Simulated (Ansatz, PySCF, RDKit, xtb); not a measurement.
# Solving Si2H2ClF3, step by step

Only the formula Si2H2ClF3 is given. Aim: find the structure of lowest free energy at 298.15 K, then its properties.

Plan: many cheap relaxations first (GFN2-xTB), then density-functional screening, relaxation at PBE0-D3(BJ)/def2-SVP, vibrations and a final energy. The numbers are computed, not measured.

7 further runs of the same task are left out: 7 set aside as unsound or not needed.

## 1. Possible bonding patterns

A program enumerates the bonding patterns with one Lewis structure each (two rings at most, one unusual centre or charged pair), with their diastereomers. O–O, O–halogen and N–halogen bonds and N–N–N chains are not drawn. That gives 4 candidates.

| label | SMILES | spin |
| --- | --- | --- |
| c276 | F[SiH](F)[Si@H](F)Cl | singlet |
| c346 | F[Si](F)(F)[SiH2]Cl | singlet |
| c452 | F[Si-](F)(F)([SiH2+])Cl | singlet |
| c597 | F[SiH2][Si](F)(F)Cl | singlet |

Candidates are built by distance geometry, with a force field where one applies, in up to four conformers (letters a to d). 6 starts with atoms placed at random are added, to find patterns that the rules miss.

**Question.** With final energies at CCSD(T)/def2-SVP + MP2/def2-TZVPP - MP2/def2-SVP, which structure will this search put lowest in free energy, and by what margin?

| quantity | value |
| --- | --- |
| lowest structure found | F[Si](F)(F)[SiH2]Cl, singlet, Cs |
| next finalist | F[SiH2][Si](F)(F)Cl, singlet, 4.9 kcal/mol higher in G |
| share at equilibrium, among the finalists | 100.0 % |
| harmonic wavenumbers, lowest and highest (PBE0-D3(BJ)/def2-SVP) | 34 and 2269 cm⁻¹ |
| rotational constants, same geometry | 0.1013, 0.03374, 0.03163 cm⁻¹ |
| dipole moment (PBE0/def2-SVPD) | 2.17 D |
| HOMO energy (PBE0/def2-SVPD) | -9.19 eV |
| LUMO energy (PBE0/def2-SVPD) | -1.37 eV |
| HOMO–LUMO gap (PBE0/def2-SVPD) | 7.83 eV |
| lowest excitation (TD-B3LYP/def2-SVPD) | 6.35 eV (f = 0.016) |
| strongest of the states computed, same level | 7.59 eV (f = 0.049) |
| lowest triplet excitation, same level, Tamm-Dancoff | 5.79 eV |
| vertical ionisation energy | 11.29 eV |
| vertical electron affinity | -0.29 eV (unbound: the value depends on the basis) |
| vertical triplet less singlet | +5.79 eV |

The search ends on `F[Si](F)(F)[SiH2]Cl`. The margin of 4.9 kcal/mol over the next finalist is beyond the usual error of the last level; it says nothing of structures that weren't ranked. HF/STO-3G, r2SCAN-D4/def2-SVP, PBE0-D3(BJ)/def2-SVP, HF/def2-SVP and MP2/def2-SVP already put its bonding pattern lowest among the structures in one piece; GFN2-xTB favours the singlet F[SiH](F)[Si@H](F)Cl. One minimum inside the window was never screened. Lowest found is not proven lowest: the search is finite, and each finalist counts with one conformer. Patterns outside the rules of the enumeration were met only by chance. The lowest isomer need not be the one that is made and kept in a bottle, which depends on barriers.
